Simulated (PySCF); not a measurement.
# CH10N2Si2: the cost of one run

The runs use PySCF 2.14.0, with density-fitted response routines of our own; the level of theory stands in each step. All values are computed, except where a source is named. Atoms count from 0, in the outputs and in this text.

## 1. The molecule as given

15 atoms, charge 0, multiplicity 1; geometry from: GFN2-xTB. The atoms were then displaced at random by about 0.03 Å, so the start is not that level's minimum.

Bonds of the start (Å): N0–Si1 1.65, Si1–N2 1.73, Si1–C3 2.02, C3–Si4 1.82, N0–H5 1.10, N0–H6 0.99, Si1–H7 1.43, N2–H8 1.09, N2–H9 1.02, C3–H10 1.09, C3–H11 1.04, Si4–H12 1.52, Si4–H13 1.54, Si4–H14 1.46.

## 2. Optimising the geometry at PBE0-D3(BJ)/def2-SVP

What the job is given:

```
{"job": {"xc": "PBE0", "basis": "def2-SVP", "d3": "d3bj", "grid": 1, "shake": 0.03, "kind": "geom"}, "charge": 0, "multiplicity": 1}
N     -1.365990     0.127020    -1.406190
Si    -0.892290    -0.777720    -0.107300
N     -1.687740    -0.025040     1.237510
C      1.129140    -0.731190    -0.160760
Si     1.819290     0.915090     0.203320
H     -2.424050     0.424600    -1.454600
H     -1.071530    -0.020290    -2.344170
H     -1.294440    -2.145260    -0.073590
H     -1.434450    -0.386440     2.230210
H     -1.583620     0.979890     1.339550
H      1.368250    -1.482750     0.593250
H      1.389340    -1.075430    -1.106560
H      1.305140     1.989530    -0.744460
H      1.423580     1.359520     1.619460
H      3.277770     0.788350     0.174500
```

Launch:

```console
> OMP_NUM_THREADS=1 python probes_run.py task.json out
```

The driver reads the jobs from task.json and runs them one after another.

**Question.** How long does this first job take on 1 thread of Intel Xeon Platinum 8375C at 2.90GHz, shared host, and how much memory does it need?

About 1.7 min, with a peak of 0.5 GiB.
